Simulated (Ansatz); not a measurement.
# GdCo₃B₂, space group P6/mmm: a comparison of functionals at one structure

Program: Ansatz's Python interface.

Run as a notebook:

```python
import ansatz as az
from tabulate import tabulate
```

```python
lattice = az.Lattice.of(
    [5.059, 0.0, 0.0],
    [-2.5295, 4.381223, 0.0],
    [0.0, 0.0, 3.019],
)
sites = [
    ('Gd', [0.0, 0.0, 0.0]),
    ('Co', [0.5, 0.0, 0.5]),
    ('Co', [0.5, 0.5, 0.5]),
    ('Co', [0.0, 0.5, 0.5]),
    ('B', [1 / 3, 2 / 3, 0.0]),
    ('B', [2 / 3, 1 / 3, 0.0]),
]
structure = az.Crystal(lattice=lattice)
for symbol, position in sites:
    structure = structure.atom(symbol, position)
structure = structure.moments(Gd=9.1, Co=3.2)

structure.resolved().sites[-1]
```

    Site(symbol='B', position=(0.6666666666666666, 0.3333333333333333, 0.0), moment=None, axis=None, held=None, saved=None)

```python
setup = (
    structure.calculation()
    .pseudopotentials('paw')
    .basis(550)
    .kpoints(spacing=0.26)
    .occupations('fermi_dirac')
    .spin(az.SpinTreatment.COLLINEAR)
)
```

```python
rows = []
for value in ['pbesol', 'lda', 'blyp']:
    data = setup.functional(value).run(threads=1, pin='off').report
    rows.append((value, data['free_energy_ev'] / len(data['lattice']['sites']), data['n_iterations'], data['magnetization_mub'], data['n_kpoints']))
```

    DeckWarning: where an SCF of this run starts from atoms to list the orders of its open shells, Gd (site 0, from 0) starts with 6.64 μB on its 4f shell and 0.64 μB on its 5d shell, in the place of the 9.10 μB that the deck gives it: its open shells can hold no more by Hund's first rule. To start from spheres of the given moment, type scf.initial_density.shell_occupations: []
    DeckWarning: where an SCF of this run starts from atoms to list the orders of its open shells, Co (sites 1, 2, 3, from 0) starts with 3.00 μB on its 3d shell, in the place of the 3.20 μB that the deck gives it: its open shells can hold no more by Hund's first rule. To start from spheres of the given moment, type scf.initial_density.shell_occupations: []

```python
print(tabulate(rows, headers=['functional', 'F/atom (eV)', 'iterations', 'moment (muB)', 'k-points'], floatfmt='.4f', tablefmt='github'))
```

    | functional   |   F/atom (eV) |   iterations |   moment (muB) |   k-points |
    |--------------|---------------|--------------|----------------|------------|
    | pbesol       |    -4135.9104 |           14 |         6.8437 |         35 |
    | lda          |    -4102.9957 |           13 |         6.8940 |         35 |
    | blyp         |    -4178.5302 |           16 |         6.8950 |         35 |

Caveats:
- Open f shells: without a Hubbard U, without spin-orbit coupling; the state reached hangs on the start and needn't be the lowest.
- BLYP can be off by several per cent in the lattices of metals, and by several GPa in the pressure at a fixed cell.
- The mesh is modest for a metal, so energies can be off by several to tens of meV an atom and pressures by half a GPa or more; differences at equal mesh fare better.
- The structure is a deposited one; some such entries were measured under pressure or heat, so a shift against it needn't be the functional's error alone.
- Warnings are shown shortened and without file and line.
- Total energies of different functionals can't be compared; pressures, moments and gaps at this one structure can.
- Timing: 120 s on 1 thread of Arm Neoverse V2 (shared host), peak memory 0.68 GiB.
